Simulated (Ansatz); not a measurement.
# InSe: the cost of one run

Computed with Ansatz 0.2.0 (DFT r2SCAN, scalar-relativistic, plane waves, PAW, unless a step's input says otherwise).

### 1 The starting structure

It takes space group P-6m2 (No. 187, hexagonal). Conventional cell: a = 4.047 Å, b = 4.047 Å, c = 18.052 Å, α = 90.00°, β = 90.00°, γ = 120.00°. In (site symmetry 3m) is surrounded by 3 Se at 2.65 Å and 1 In at 2.79 Å. Se (site symmetry 3m) has 3 In at 2.65 Å in its first shell of neighbours.

Coordinates:

```
In Se
1.0
     4.04733    0.00000    0.00000
    -2.02366    3.50509    0.00000
     0.00000    0.00000   18.05206
In Se
4 4
Direct
  0.00000 0.00000 0.57739
  0.00000 0.00000 0.42261
  0.33333 0.66667 0.92261
  0.33333 0.66667 0.07739
  0.66667 0.33333 0.85300
  0.66667 0.33333 0.14700
  0.33333 0.66667 0.64702
  0.33333 0.66667 0.35298
```

Source of the structure: the Materials Project (structure only).

### 2 Probe: one point at the start

input.yaml

```yaml
crystal:
  lattice:
    - [4.0473293151, 0.0, 0.0]
    - [-2.0236646576, 3.5050900044, 0.0]
    - [0.0, 0.0, 18.05206491]
  atoms:
    - { symbol: In, position: [0.0, 0.0, 0.57739368] }
    - { symbol: In, position: [0.0, 0.0, 0.42260632] }
    - { symbol: In, position: [0.33333333, 0.66666667, 0.92260951] }
    - { symbol: In, position: [0.33333333, 0.66666667, 0.07739049] }
    - { symbol: Se, position: [0.66666667, 0.33333333, 0.85300007] }
    - { symbol: Se, position: [0.66666667, 0.33333333, 0.14699993] }
    - { symbol: Se, position: [0.33333333, 0.66666667, 0.64701572] }
    - { symbol: Se, position: [0.33333333, 0.66666667, 0.35298428] }
basis:
  ecutwfc: 500
kpoints:
  mp_grid: { grid: [6, 6, 1] }
hamiltonian:
  xc: r2scan
scf:
  occupations: { method: gaussian, width: 0.1 }
output:
  forces: true
  stress: true
  eigenvalues: true
```

Started as:

```bash
$ ansatz run input.yaml --threads 2 --pin off --max-ram 5120MiB --backend cpu --events-out ev --progress --plain --runs-dir out
```

Q: Estimate wall time and peak memory on 2 threads of Oxide Virtual Turin-like (Zen 5), shared host.

About 9.4 s, with a peak of 0.98 GiB.
